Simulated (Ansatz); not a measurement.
# C2H9NOSi2: the cost of one run

Program: Ansatz 0.2.0. Level of theory: UKS B3LYP-D4/STO-3G. These are calculated values, not measurements.

## 1. Starting point

Bond lengths (14 of 15 bonds, heavy atoms first): O1–C2 1.412 Å, C2–Si3 1.907 Å, C2–N4 1.424 Å, N4–C5 1.463 Å, N4–Si6 1.693 Å, C5–Si6 1.867 Å, O1–H7 1.001 Å, C2–H8 1.144 Å, Si3–H9 1.484 Å, Si3–H10 1.536 Å, Si3–H11 1.486 Å, C5–H12 1.071 Å, C5–H13 1.137 Å, Si6–H14 1.458 Å. Angles (14 of 28 angles, heavy atoms first): O1–C2–Si3 111.4°, O1–C2–N4 111.8°, Si3–C2–N4 110.4°, C2–N4–C5 115.4°, C2–N4–Si6 131.1°, C5–N4–Si6 72.1°, N4–C5–Si6 59.7°, N4–Si6–C5 48.2°, O1–C2–H8 106.4°, Si3–C2–H8 106.5°, N4–C2–H8 110.0°, C2–O1–H7 99.8°, C2–Si3–H9 112.1°, C2–Si3–H10 110.6°.

As a file:

```xyz
15

O    -0.2631   -1.0780   -1.7512
C     0.3124   -0.5087   -0.5946
Si    0.9074   -1.8523    0.6208
N    -0.5828    0.3881    0.0554
C    -1.0015    1.5436   -0.7389
Si   -0.2907    1.7824    0.9704
H    -1.2296   -0.8873   -1.5712
H     1.2467    0.0528   -0.9415
H     1.9777   -2.6984    0.0380
H     1.5695   -1.2129    1.8508
H    -0.1886   -2.7186    1.1273
H    -0.3424    1.8653   -1.5189
H    -2.1033    1.8088   -0.8344
H     1.1539    1.7608    1.1647
H    -1.1875    1.7034    2.1525
```

## 2. Preparing the start

Input file input.yaml:

```yaml
crystal:
  periodic: [false, false, false]
  atoms:
    - { symbol: O, position_ang: [-0.2631, -1.078, -1.7512] }
    - { symbol: C, position_ang: [0.3124, -0.5087, -0.5946] }
    - { symbol: Si, position_ang: [0.9074, -1.8523, 0.6208] }
    - { symbol: "N", position_ang: [-0.5828, 0.3881, 0.0554] }
    - { symbol: C, position_ang: [-1.0015, 1.5436, -0.7389] }
    - { symbol: Si, position_ang: [-0.2907, 1.7824, 0.9704] }
    - { symbol: H, position_ang: [-1.2296, -0.8873, -1.5712] }
    - { symbol: H, position_ang: [1.2467, 0.0528, -0.9415] }
    - { symbol: H, position_ang: [1.9777, -2.6984, 0.038] }
    - { symbol: H, position_ang: [1.5695, -1.2129, 1.8508] }
    - { symbol: H, position_ang: [-0.1886, -2.7186, 1.1273] }
    - { symbol: H, position_ang: [-0.3424, 1.8653, -1.5189] }
    - { symbol: H, position_ang: [-2.1033, 1.8088, -0.8344] }
    - { symbol: H, position_ang: [1.1539, 1.7608, 1.1647] }
    - { symbol: H, position_ang: [-1.1875, 1.7034, 2.1525] }
magnetization:
  spin_polarized: true
basis:
  gaussian: { orbitals: STO-3G }
hamiltonian:
  xc: b3lyp
  dispersion: d4
relax:
  f_tol: 0.02
  max_steps: 40
```

On the command line:

```
$ ansatz run input.yaml --threads 1 --pin off --max-ram 2048MiB --backend cpu --events-out ev --progress --plain --runs-dir out
```

**Question.** How long does this run take on 1 thread of Arm Neoverse V1, shared host, and how much memory does it need?

About 88 s, with a peak of 0.19 GiB.
